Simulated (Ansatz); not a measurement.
# CaB26N27 (Qingsongite): the cost of one run

Method: DFT, PBE, plane-wave PAW, default files, scalar-relativistic, as far as a step names no other, in Ansatz 0.2.0.

### Step 1. The system as given

It takes space group F-43m (No. 216, cubic). The conventional cell has a = 10.845 Å, b = 10.845 Å, c = 10.845 Å, α = 90.00°, β = 90.00°, γ = 90.00°. Around Ca (site symmetry -43m) lie 4 N at 1.57 Å. Around B (site symmetry m) lie 4 N at 1.57 Å. B (site symmetry 3m) has 4 N at 1.57 Å as nearest neighbours. Around B (site symmetry 2mm) lie 4 N at 1.57 Å. Around N (site symmetry 3m) lie 1 Ca at 1.57 Å and 3 B at 1.57 Å. N (site symmetry 2mm) is surrounded by 4 B at 1.57 Å. N (site symmetry m) has 4 B at 1.57 Å as nearest neighbours. Only part of the 10 independent sites is listed.

Coordinates:

```
CELL_PARAMETERS angstrom
0.00000 5.42250 5.42250
5.42250 0.00000 5.42250
5.42250 5.42250 0.00000
ATOMIC_POSITIONS crystal
Ca 0.00000 0.00000 0.00000
B 0.00000 0.00000 0.33333
B 0.00000 0.00000 0.66667
B 0.00000 0.33333 0.00000
B 0.00000 0.33333 0.33333
B 0.00000 0.33333 0.66667
B 0.00000 0.66667 0.00000
B 0.00000 0.66667 0.33333
B 0.00000 0.66667 0.66667
B 0.33333 0.00000 0.00000
B 0.33333 0.00000 0.33333
B 0.33333 0.00000 0.66667
B 0.33333 0.33333 0.00000
B 0.33333 0.33333 0.33333
B 0.33333 0.33333 0.66667
B 0.33333 0.66667 0.00000
B 0.33333 0.66667 0.33333
B 0.33333 0.66667 0.66667
B 0.66667 0.00000 0.00000
B 0.66667 0.00000 0.33333
B 0.66667 0.00000 0.66667
B 0.66667 0.33333 0.00000
B 0.66667 0.33333 0.33333
B 0.66667 0.33333 0.66667
B 0.66667 0.66667 0.00000
B 0.66667 0.66667 0.33333
B 0.66667 0.66667 0.66667
N 0.08333 0.08333 0.08333
N 0.08333 0.08333 0.41667
N 0.08333 0.08333 0.75000
N 0.08333 0.41667 0.08333
N 0.08333 0.41667 0.41667
N 0.08333 0.41667 0.75000
N 0.08333 0.75000 0.08333
N 0.08333 0.75000 0.41667
N 0.08333 0.75000 0.75000
N 0.41667 0.08333 0.08333
N 0.41667 0.08333 0.41667
N 0.41667 0.08333 0.75000
N 0.41667 0.41667 0.08333
N 0.41667 0.41667 0.41667
N 0.41667 0.41667 0.75000
N 0.41667 0.75000 0.08333
N 0.41667 0.75000 0.41667
N 0.41667 0.75000 0.75000
N 0.75000 0.08333 0.08333
N 0.75000 0.08333 0.41667
N 0.75000 0.08333 0.75000
N 0.75000 0.41667 0.08333
N 0.75000 0.41667 0.41667
N 0.75000 0.41667 0.75000
N 0.75000 0.75000 0.08333
N 0.75000 0.75000 0.41667
N 0.75000 0.75000 0.75000
```

Atom 1 of the input is the impurity.

### Step 2. Gradients at the starting positions

Contents of input.yaml:

```yaml
crystal:
  lattice:
    - [0.0, 5.4225, 5.4225]
    - [5.4225, 0.0, 5.4225]
    - [5.4225, 5.4225, 0.0]
  atoms:
    - { symbol: Ca, position: [0.0, 0.0, 0.0] }
    - { symbol: B, position: [0.0, 0.0, 0.3333333333] }
    - { symbol: B, position: [0.0, 0.0, 0.6666666667] }
    - { symbol: B, position: [0.0, 0.3333333333, 0.0] }
    - { symbol: B, position: [0.0, 0.3333333333, 0.3333333333] }
    - { symbol: B, position: [0.0, 0.3333333333, 0.6666666667] }
    - { symbol: B, position: [0.0, 0.6666666667, 0.0] }
    - { symbol: B, position: [0.0, 0.6666666667, 0.3333333333] }
    - { symbol: B, position: [0.0, 0.6666666667, 0.6666666667] }
    - { symbol: B, position: [0.3333333333, 0.0, 0.0] }
    - { symbol: B, position: [0.3333333333, 0.0, 0.3333333333] }
    - { symbol: B, position: [0.3333333333, 0.0, 0.6666666667] }
    - { symbol: B, position: [0.3333333333, 0.3333333333, 0.0] }
    - { symbol: B, position: [0.3333333333, 0.3333333333, 0.3333333333] }
    - { symbol: B, position: [0.3333333333, 0.3333333333, 0.6666666667] }
    - { symbol: B, position: [0.3333333333, 0.6666666667, 0.0] }
    - { symbol: B, position: [0.3333333333, 0.6666666667, 0.3333333333] }
    - { symbol: B, position: [0.3333333333, 0.6666666667, 0.6666666667] }
    - { symbol: B, position: [0.6666666667, 0.0, 0.0] }
    - { symbol: B, position: [0.6666666667, 0.0, 0.3333333333] }
    - { symbol: B, position: [0.6666666667, 0.0, 0.6666666667] }
    - { symbol: B, position: [0.6666666667, 0.3333333333, 0.0] }
    - { symbol: B, position: [0.6666666667, 0.3333333333, 0.3333333333] }
    - { symbol: B, position: [0.6666666667, 0.3333333333, 0.6666666667] }
    - { symbol: B, position: [0.6666666667, 0.6666666667, 0.0] }
    - { symbol: B, position: [0.6666666667, 0.6666666667, 0.3333333333] }
    - { symbol: B, position: [0.6666666667, 0.6666666667, 0.6666666667] }
    - { symbol: "N", position: [0.0833333333, 0.0833333333, 0.0833333333] }
    - { symbol: "N", position: [0.0833333333, 0.0833333333, 0.4166666667] }
    - { symbol: "N", position: [0.0833333333, 0.0833333333, 0.75] }
    - { symbol: "N", position: [0.0833333333, 0.4166666667, 0.0833333333] }
    - { symbol: "N", position: [0.0833333333, 0.4166666667, 0.4166666667] }
    - { symbol: "N", position: [0.0833333333, 0.4166666667, 0.75] }
    - { symbol: "N", position: [0.0833333333, 0.75, 0.0833333333] }
    - { symbol: "N", position: [0.0833333333, 0.75, 0.4166666667] }
    - { symbol: "N", position: [0.0833333333, 0.75, 0.75] }
    - { symbol: "N", position: [0.4166666667, 0.0833333333, 0.0833333333] }
    - { symbol: "N", position: [0.4166666667, 0.0833333333, 0.4166666667] }
    - { symbol: "N", position: [0.4166666667, 0.0833333333, 0.75] }
    - { symbol: "N", position: [0.4166666667, 0.4166666667, 0.0833333333] }
    - { symbol: "N", position: [0.4166666667, 0.4166666667, 0.4166666667] }
    - { symbol: "N", position: [0.4166666667, 0.4166666667, 0.75] }
    - { symbol: "N", position: [0.4166666667, 0.75, 0.0833333333] }
    - { symbol: "N", position: [0.4166666667, 0.75, 0.4166666667] }
    - { symbol: "N", position: [0.4166666667, 0.75, 0.75] }
    - { symbol: "N", position: [0.75, 0.0833333333, 0.0833333333] }
    - { symbol: "N", position: [0.75, 0.0833333333, 0.4166666667] }
    - { symbol: "N", position: [0.75, 0.0833333333, 0.75] }
    - { symbol: "N", position: [0.75, 0.4166666667, 0.0833333333] }
    - { symbol: "N", position: [0.75, 0.4166666667, 0.4166666667] }
    - { symbol: "N", position: [0.75, 0.4166666667, 0.75] }
    - { symbol: "N", position: [0.75, 0.75, 0.0833333333] }
    - { symbol: "N", position: [0.75, 0.75, 0.4166666667] }
    - { symbol: "N", position: [0.75, 0.75, 0.75] }
total_charge: -1
kpoints:
  mp_grid: { grid: [3, 3, 3] }
scf:
  occupations: { method: fermi_dirac, width: 0.01 }
hamiltonian:
  xc: pbe
  pseudopotentials: { kind: paw }
output:
  forces: true
  stress: true
  populations: true
  efg:
    quadrupole_moments_barn: { Ca: -0.0408, B: 0.04059, "N": 0.02044 }
    contact_densities: true
```

On the command line:

```sh
$ ansatz run input.yaml --threads 1 --pin off --max-ram 3072MiB --backend cpu --events-out ev --progress --plain --runs-dir out
```

**Question.** How long does this run take on 1 thread of Arm Neoverse V1, shared host, and how much memory does it need?

About 44 s, with a peak of 0.69 GiB.
